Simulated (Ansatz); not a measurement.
This script makes an equation of state with a fit of Ti₃Si, space group Fm-3m with the Python package of Ansatz (0.2.0).

`eos.py`
```python
"""Bulk modulus of Ti3Si from an E(V) curve."""

import warnings

import ansatz
import numpy as np
from pymatgen.analysis.eos import EOS

VECTORS = np.array([
    [0.0, 3.144356, 3.144356],
    [3.144356, 0.0, 3.144356],
    [3.144356, 3.144356, 0.0],
])
SITES = [
    ("Ti", (0.75, 0.75, 0.75)),
    ("Ti", (0.25, 0.25, 0.25)),
    ("Ti", (0.0, 0.0, 0.0)),
    ("Si", (0.5, 0.5, 0.5)),
]


def build(cell):
    crystal = ansatz.Crystal(lattice=ansatz.Lattice.of(cell))
    for symbol, position in SITES:
        crystal = crystal.atom(symbol, position)
    return crystal

warnings.simplefilter("ignore", ansatz.DeckWarning)

# uniform scaling of the cell
volumes, energies = [], []
for scale in np.linspace(0.9, 1.1, 9):
    cell = VECTORS * scale ** (1 / 3)
    model = (
        build(cell).calculation()
        .functional("LDA")
        .occupations("fermi_dirac")
        .basis(500)
        .kpoints(6, 6, 6)
    )
    report = model.run(threads=1).report
    volumes.append(abs(np.linalg.det(cell)) / len(SITES))
    energies.append(report["free_energy_ev"] / len(SITES))
    print(f"V = {volumes[-1]:8.4f} A^3/atom  F = {energies[-1]:.5f} eV/atom")

for form in ["pourier_tarantola"]:
    fit = EOS(eos_name=form).fit(volumes, energies)
    print(f"{form:18s} V0 {fit.v0:8.4f} A^3/atom  B0 {fit.b0_GPa:7.1f} GPa  B1 {fit.b1:5.2f}")
```

From its runs, with one value withheld:

| V (Å³/atom) | F less the lowest row shown (meV/atom) |
| --- | --- |
| 13.990 | 9.31 |
| 14.378 | 0.00 |
| 14.767 | 1.01 |
| 15.155 | 11.08 |
| 15.544 | 29.09 |
| 15.933 | 54.06 |
| 16.321 | 85.10 |
| 16.710 | ? |
| 17.098 | 162.43 |

What is the missing energy at 16.710 Å³ an atom?

A third-order Birch-Murnaghan fit, E = E0 + (9 V0 B0 / 16) [(t - 1)³ B' + (t - 1)² (6 - 4t)] with t = (V0/V)^(2/3), through the 8 rows shown gives V0 = 14.530 Å³, B0 = 151.3 GPa, B' = 4.01 and E0 = -0.77 meV. At V = 16.710 Å³, t = 0.91100, and the fit interpolates to 121.43 meV. The run gave 121.45 meV, a miss of 0.02 meV.

The run is spin-unpolarised. For a metal this k-point mesh is coarse: on a finer one energies can move by several to tens of meV an atom and pressures by half a GPa or more, differences at one mesh by less. The structure comes from a database of computed cells and needn't be a stable or known phase.
